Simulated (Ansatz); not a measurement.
# MoNH+ (octet): from Hartree-Fock to the top rungs, def2-TZVPP

The task here is to estimate one member of a computed series from the others.

Method: def2-TZVPP, core rule «outside noble gas», up to 5 orbitals frozen; program: Ansatz 0.2.0, Gaussian basis.

Plan: UHF; ROHF; CCSD(T) on UHF.

## What is computed

The geometry is a PBE0/def2-TZVP stationary point (not a proven minimum) of the parent state, kept for this charge and spin. No spin-orbit coupling is included. Elements past krypton take def2 core potentials.

3 atoms, charge 1, spin multiplicity 8.

Atoms are counted from 1 here; the program's logs count them from 0.

Bond lengths: Mo1–N2 2.057 Å, N2–H3 1.028 Å. Angles: Mo1–N2–H3 115.2°.

Set-up of the first run:

in.yaml

```yaml
crystal:
  periodic: [false, false, false]
  atoms:
    - {symbol: Mo, position_ang: [0.000000, 0.010781, 0.282315]}
    - {symbol: N, position_ang: [0.000000, -0.129244, -1.770393]}
    - {symbol: H, position_ang: [0.000000, 0.769802, -2.269895]}
basis:
  gaussian: {orbitals: def2-TZVPP}
total_charge: 1
magnetization: {spin_polarized: true, initial_magnetization: 7}
hamiltonian: {xc: hf}
output: {orbitals: {seedname: orbitals}}
```

Run with:

```sh
ansatz run in.yaml --threads 1 --pin off --events-out ev --progress --plain --max-ram 4096MiB --backend cpu
```

Among the steps run: UHF; ROHF; CCSD(T) on UHF.

One table of the session follows, with a row left open; its other results are not shown here.

```
  method  from UCCSD(T) (kJ/mol)
    ROHF                       ?
     UHF                  +623.5
    UMP2                   +81.5
   UCCSD                   +16.0
UCCSD(T)                       0
```

Estimate the missing values for ROHF.

As computed: from UCCSD(T) (kJ/mol): +648.7. In the column «from UCCSD(T) (kJ/mol)» it is the highest.
